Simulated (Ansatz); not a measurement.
# CH3ClF2MoO2: the cost of one run

The runs use Ansatz 0.2.0, Gaussian basis; the settings change from run to run.

### 1 The relaxed structure

The geometry comes from an earlier relaxation with PBE0-D4 in a triple-zeta def2 set; it is a stationary point, not always the lowest conformer. Mo takes a core potential in def2 sets; no spin-orbit term is included.

SMILES `C[O][Mo](=[O])([F])([F])[Cl]`, 10 atoms, charge 0, spin multiplicity 1.

Atoms are counted from 1 here; the program's logs count them from 0.

Bond lengths: C1–O2 1.397 Å, C1–H8 1.096 Å, C1–H9 1.091 Å, C1–H10 1.094 Å, O2–Mo3 1.827 Å, Mo3–O4 1.646 Å, Mo3–F5 1.853 Å, Mo3–F6 1.848 Å, Mo3–Cl7 2.299 Å. Angles: O2–C1–H8 108.5°, O2–C1–H9 108.8°, O2–C1–H10 110.3°, H8–C1–H9 109.9°, H8–C1–H10 109.3°, H9–C1–H10 109.9°, C1–O2–Mo3 139.8°, O2–Mo3–O4 102.1°, O2–Mo3–F5 89.0°, O2–Mo3–F6 154.7°, O2–Mo3–Cl7 86.4°, O4–Mo3–F5 110.2°, O4–Mo3–F6 103.2°, O4–Mo3–Cl7 108.6°, F5–Mo3–F6 83.9°, F5–Mo3–Cl7 141.1°, F6–Mo3–Cl7 84.1°.

### 2 B3LYP/ANO-RCC-VTZP

This run has charge +1, multiplicity 2, restricted open-shell orbitals, finite nuclei, D3(BJ) dispersion, the search for lower states set to full.

in.yaml reads:

```yaml
crystal:
  periodic: [false, false, false]
  atoms:
    - {symbol: C, position_ang: [0.554471, -1.592234, -0.298060]}
    - {symbol: O, position_ang: [-0.410706, -0.648171, 0.062194]}
    - {symbol: Mo, position_ang: [-0.601933, 1.161719, 0.219639]}
    - {symbol: O, position_ang: [-1.988281, 1.286754, 1.098027]}
    - {symbol: F, position_ang: [-0.981714, 1.246094, -1.592235]}
    - {symbol: F, position_ang: [-0.086448, 2.922490, -0.005886]}
    - {symbol: Cl, position_ang: [1.179057, 1.076450, 1.671399]}
    - {symbol: H, position_ang: [1.428563, -1.462020, 0.350984]}
    - {symbol: H, position_ang: [0.136669, -2.590626, -0.162287]}
    - {symbol: H, position_ang: [0.853323, -1.451655, -1.340875]}
basis:
  gaussian: {orbitals: ANO-RCC-VTZP, nuclear_model: gaussian}
total_charge: 1
magnetization: {spin_polarized: false, initial_magnetization: 1}
hamiltonian: {xc: {name: B3LYP}, dispersion: d3bj}
scf: {lower_state_search: full}
```

Started as:

```
ansatz run in.yaml --threads 4 --pin off --events-out ev --progress --plain --max-ram 11315MiB
```

**Question.** How long does this run take on 4 threads of Arm Neoverse V1, shared host, and how much memory does it need?

About 6.8 min, with a peak of 3.1 GiB.
